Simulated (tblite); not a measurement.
# ClH7OSi3: the cost of one run

Computed with tblite 0.8.0 and PySCF 2.14.0; each step states its level. No surroundings beyond the atoms listed, unless a continuum is named. Atoms count from 0, parts from 1.

## (1) The system as given

12 atoms, charge 0, multiplicity 1; geometry: distance geometry start.

## (2) Geometry optimisation with GFN2-xTB

The job: settings as JSON, then the geometry in Å.

```
{"job": {"kind": "relax", "xc": "GFN2-xTB", "basis": "xTB"}, "charge": 0, "multiplicity": 1}
Si    -0.688889     0.628880    -0.134654
Si     0.560719    -0.487175    -1.622266
Si    -2.531295     1.336233    -1.127932
Cl    -1.212097    -0.685026     1.481973
O      0.217807     2.013389     0.474692
H      1.734122     0.261182    -1.895309
H     -0.181375    -0.639079    -2.842930
H      0.908691    -1.756605    -1.092481
H     -3.685789     0.683694    -0.562210
H     -2.676886     2.754363    -0.927461
H     -2.506382     1.060084    -2.518314
H     -0.091232     2.617495     1.153700
```

With the program's defaults for keys left out, this is: GFN2-xTB geometry optimisation, gas phase.

Started as:

```console
> OMP_NUM_THREADS=1 python cluster_run.py task.json out
```

This one command runs all jobs of the session in turn.

**Question.** How long does this first job take on 1 thread of Arm Neoverse V1, shared host?

About 1.4 s.
